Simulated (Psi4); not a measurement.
**SnH4S (SMILES [SH][SnH3]): CAM-B3LYP/def2-SV(P) (core potential, sweep point 1)**

Aim: the vertical electron affinity of SnH4S at CAM-B3LYP/def2-SV(P) (core potential, sweep point 1), from 2 runs. The job is set up through a Python script.

Program for the calculation: Psi4 1.11.

## 1. The molecule

SnH4S: 6 atoms, total charge 0, spin state singlet. SMILES: `[SH][SnH3]`. The shape is that of a PBE0-D4/def2-TZVP optimisation.

Bond lengths: S1–Sn2 2.406 Å, S1–H3 1.343 Å, Sn2–H4 1.706 Å, Sn2–H5 1.706 Å, Sn2–H6 1.701 Å. Angles: S1–Sn2–H4 109.4°, S1–Sn2–H5 109.5°, S1–Sn2–H6 104.7°, Sn2–S1–H3 93.9°, H4–Sn2–H5 110.2°, H4–Sn2–H6 111.4°, H5–Sn2–H6 111.4°.

## 2. A single-point energy at CAM-B3LYP/def2-SV(P) (core potential, sweep point 1)

File h4ssn.py:

```python
import psi4

psi4.set_memory(1600000000)
psi4.set_num_threads(1)
psi4.set_output_file('h4ssn.out', False)

geom = psi4.geometry("""
0 1
S      1.95454373    -1.71076906     2.38426745
Sn    -0.58959455     0.86209306    -0.36736276
H      2.14786271    -3.61334532     0.71526134
H     -3.30815455    -0.70883627    -1.09509629
H      1.06448273     1.52444206    -3.05323050
H     -1.18939362     3.52547306     1.32866644
units au
symmetry c1
""")

psi4.set_options(dict(basis='def2-SV(P)', puream=True, scf_type='pk', dft_radial_points=99, dft_spherical_points=590))

E = psi4.energy("cam-b3lyp")
print('E =', round(E, 9))
```

Started as:

```bash
python h4ssn.py
```

h4ssn.out, shortened:

```text
[...]
    !!!  WARNING: ECP capability is in beta. Please check occupations closely.  !!!
[...]
  Running in c1 symmetry.
[...]
  Nuclear repulsion =  116.934173834734835
[...]
  Multiplicity = 1
[...]
  Nalpha       = 21
  Nbeta        = 21
[...]
    Number of basis functions: 52
[...]
   @RKS iter   1:  -614.68126345585495   -1.51021e+00   5.77867e-03 ADIIS/DIIS
[...]
   @RKS iter   7:  -614.73559432768354   -3.78172e-08   7.76650e-07 DIIS
[...]
    Orbital Energies [Eh]
    ---------------------
    Doubly Occupied:
       1A    -88.902329     2A     -8.000411     3A     -5.969864
       4A     -5.966883     5A     -5.960277     6A     -5.192018
       7A     -3.536303     8A     -3.533571     9A     -3.533013
      10A     -1.117321    11A     -1.115266    12A     -1.114639
      13A     -1.110188    14A     -1.110175    15A     -0.795634
      16A     -0.595340    17A     -0.464253    18A     -0.402589
      19A     -0.395113    20A     -0.364112    21A     -0.307859
[...]
  @RKS Final Energy:  -614.73559432768354
   => Energetics <=
    Nuclear Repulsion Energy =            116.9341738347348354
    One-Electron Energy =               -1161.5376395246910306
    Two-Electron Energy =                 463.4668172090213147
    DFT Exchange-Correlation Energy =     -33.5989458467486060
    Empirical Dispersion Energy =           0.0000000000000000
    VV10 Nonlocal Energy =                  0.0000000000000000
    Total Energy =                       -614.7355943276835433
[...]
 Multipole Moments:
 ------------------------------------------------------------------------------------
     Multipole            Electronic (a.u.)      Nuclear  (a.u.)        Total (a.u.)
 ------------------------------------------------------------------------------------
 L = 1.  Multiply by 2.5417464519 to convert [e a0] to [Debye]
 Dipole X            :        -19.8590581           19.5751553           -0.2839028
 Dipole Y            :         21.0433438          -20.9875099            0.0558339
 Dipole Z            :        -20.4243149           19.8635170           -0.5607978
 Magnitude           :                                                    0.6310407
[...]
```

On the terminal:

```text
E = -614.735594328
```

It took 12 s on 1 thread of Intel Xeon Platinum 8259CL at 2.50GHz (Skylake/Cascade Lake), shared host; peak memory 0.7 GiB.

## 3. The doublet anion at the same level

File h4ssn.py:

```python
import psi4

psi4.set_memory(1600000000)
psi4.set_num_threads(1)
psi4.set_output_file('h4ssn.out', False)

geom = psi4.geometry("""
-1 2
S      1.95454373    -1.71076906     2.38426745
Sn    -0.58959455     0.86209306    -0.36736276
H      2.14786271    -3.61334532     0.71526134
H     -3.30815455    -0.70883627    -1.09509629
H      1.06448273     1.52444206    -3.05323050
H     -1.18939362     3.52547306     1.32866644
units au
symmetry c1
""")

psi4.set_options({
    'reference': 'uks',
    'puream': True,
    'scf_type': 'pk',
    'dft_radial_points': 99,
    'dft_spherical_points': 590,
    'maxiter': 150,
})

E, wfn = psi4.energy("cam-b3lyp/def2-SV(P)", molecule=geom, return_wfn=True)
print(f'total energy {E:.8f} hartree = {E * 27.211386:.5f} eV')
```

Started as:

```bash
python h4ssn.py
```

h4ssn.out, shortened:

```text
[...]
    !!!  WARNING: ECP capability is in beta. Please check occupations closely.  !!!
[...]
  Running in c1 symmetry.
[...]
  Nuclear repulsion =  116.934173834734835
[...]
  Multiplicity = 2
[...]
  Nalpha       = 22
  Nbeta        = 21
[...]
    Number of basis functions: 52
[...]
   @UKS iter   1:  -614.53035360886429   -1.35930e+00   8.52262e-03 DIIS/ADIIS
[...]
   @UKS iter  13:  -614.67762132245821   -3.23425e-08   5.40424e-07 DIIS
[...]
   @S^2 Observed:                7.534788917E-01
[...]
    Orbital Energies [Eh]
    ---------------------
    Alpha Occupied:
       1A    -88.668625     2A     -7.769736     3A     -5.739514
       4A     -5.735353     5A     -5.730115     6A     -4.964287
       7A     -3.306754     8A     -3.306376     9A     -3.306335
      10A     -0.888876    11A     -0.888643    12A     -0.887992
      13A     -0.883565    14A     -0.882943    15A     -0.583431
      16A     -0.387590    17A     -0.257976    18A     -0.198248
      19A     -0.193139    20A     -0.165861    21A     -0.101490
      22A      0.089315
    Alpha Virtual:
      23A      0.251173    24A      0.263372    25A      0.270824
[...]
  @UKS Final Energy:  -614.67762132245821
   => Energetics <=
    Nuclear Repulsion Energy =            116.9341738347348354
    One-Electron Energy =               -1170.7950328386987167
    Two-Electron Energy =                 472.9236542969719039
    DFT Exchange-Correlation Energy =     -33.7404166154661382
    Empirical Dispersion Energy =           0.0000000000000000
    VV10 Nonlocal Energy =                  0.0000000000000000
    Total Energy =                       -614.6776213224582079
[...]
 Multipole Moments:
 ------------------------------------------------------------------------------------
     Multipole            Electronic (a.u.)      Nuclear  (a.u.)        Total (a.u.)
 ------------------------------------------------------------------------------------
 L = 1.  Multiply by 2.5417464519 to convert [e a0] to [Debye]
 Dipole X            :        -19.7033876           19.5751553           -0.1282323
 Dipole Y            :         21.0630036          -20.9875099            0.0754937
 Dipole Z            :        -20.0576516           19.8635170           -0.1941345
 Magnitude           :                                                    0.2446038
[...]
```

On the terminal:

```text
total energy -614.67762132 hartree = -16726.23002 eV
```

Wall time 29 s (1 thread of Intel Xeon Platinum 8259CL at 2.50GHz (Skylake/Cascade Lake), shared host); peak memory 0.69 GiB.

## 4. Summary of results

At CAM-B3LYP/def2-SV(P) (core potential, sweep point 1):

| quantity | value |
| --- | --- |
| singlet SnH4S: total energy | -614.73559 Eh |
| singlet SnH4S: dipole moment | 1.60 D |
| singlet SnH4S: HOMO energy | -8.38 eV |
| singlet SnH4S: LUMO energy | 0.71 eV |
| singlet SnH4S: HOMO–LUMO gap | 9.09 eV |
| doublet anion: total energy | -614.67762 Eh |
| doublet anion: HOMO energy (highest over α and β) | 2.43 eV |
| doublet anion: LUMO energy (lowest over α and β) | 6.36 eV |
| doublet anion: ⟨S²⟩ | 0.753 |
| vertical electron affinity (to the doublet anion) | -1.578 eV |

The anion lies 1.58 eV (36 kcal/mol) above the neutral: the electron isn't bound at this level, and such a value depends on the basis. Without diffuse functions anions come out too high. The HOMO (doublet anion) lies at positive energy, 2.43 eV; only total energies tell whether the electron is bound.
